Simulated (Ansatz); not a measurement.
# Sb5Ru3: the cost of one run

Computed with Ansatz 0.2.0 (DFT PBE, scalar-relativistic, plane waves, PAW, unless a step's input says otherwise).

1 further run of the same task is left out (it didn't finish). Runs told in other sessions of the task aren't counted.

## Step 1: Starting point

Symmetry: Pm-3m, No. 221, cubic system. The conventional cell has a = 5.587 Å, b = 5.587 Å, c = 5.587 Å, α = 90.00°, β = 90.00°, γ = 90.00°. Sb (site symmetry 4/mmm) has 2 Sb at 2.79 Å and 4 Ru at 2.79 Å in its first shell of neighbours. Sb (site symmetry m-3m) is surrounded by 6 Sb at 2.79 Å. Around Sb (site symmetry m-3m) lie 6 Ru at 2.79 Å. Ru (site symmetry 4/mmm) has 6 Sb at 2.79 Å in its first shell of neighbours.

Coordinates:

```xyz
8
Lattice="5.5870 0.0000 0.0000 0.0000 5.5870 0.0000 0.0000 0.0000 5.5870" Properties=species:S:1:pos:R:3 pbc="T T T"
Sb    0.0000    2.7935    2.7935
Sb    2.7935    0.0000    2.7935
Sb    2.7935    2.7935    0.0000
Sb    2.7935    2.7935    2.7935
Sb    0.0000    0.0000    0.0000
Ru    2.7935    0.0000    0.0000
Ru    0.0000    2.7935    0.0000
Ru    0.0000    0.0000    2.7935
```

It is the end of an earlier relaxation with the same method, from a generated guess; it is a trial structure. At a tolerance of 0.05 Å it has space group Pm-3m (No. 221); it has 21.80 Å³/atom, an uncorrected energy of +0.54 eV/atom over the elements.

## Step 2: Static run: bands, density of states and charges

input.yaml

```yaml
crystal:
  lattice:
    - [5.5869522944, 0.0, 0.0]
    - [0.0, 5.5869522944, 0.0]
    - [0.0, 0.0, 5.5869522944]
  atoms:
    - { symbol: Sb, position: [0.0, 0.5, 0.5] }
    - { symbol: Sb, position: [0.5, 0.0, 0.5] }
    - { symbol: Sb, position: [0.5, 0.5, 0.0] }
    - { symbol: Sb, position: [0.5, 0.5, 0.5] }
    - { symbol: Sb, position: [0.0, 0.0, 0.0] }
    - { symbol: Ru, position: [0.5, 0.0, 0.0] }
    - { symbol: Ru, position: [0.0, 0.5, 0.0] }
    - { symbol: Ru, position: [0.0, 0.0, 0.5] }
basis:
  ecutwfc: 420
kpoints:
  mp_grid: { grid: [8, 8, 8] }
  band_path:
    path:
      - [[0.0, 0.0, 0.0], [0.0, 0.5, 0.0], [0.5, 0.5, 0.0], [0.0, 0.0, 0.0], [0.5, 0.5, 0.5], [0.0, 0.5, 0.0]]
      - [[0.5, 0.5, 0.5], [0.5, 0.5, 0.0]]
    npoints: 14
hamiltonian:
  xc: pbe
scf:
  occupations: { method: gaussian, width: 0.1 }
  n_extra_bands: 20
output:
  forces: true
  stress: true
  eigenvalues: true
  populations: true
  dos: { projected: true, de: 0.02, nscf_kmesh: { grid: [10, 10, 10] } }
  bader: true
  write_density: true
  write_potential: true
  elf: true
  volumetric_format: npy
```

On the command line:

```sh
ansatz run input.yaml --threads 1 --pin off --max-ram 2560MiB --backend cpu --events-out ev --progress --plain --runs-dir out
```

Q: Estimate wall time and peak memory on 1 thread of AMD EPYC 7B13 (Zen 3), shared host.

About 2.4 min, with a peak of 0.98 GiB.
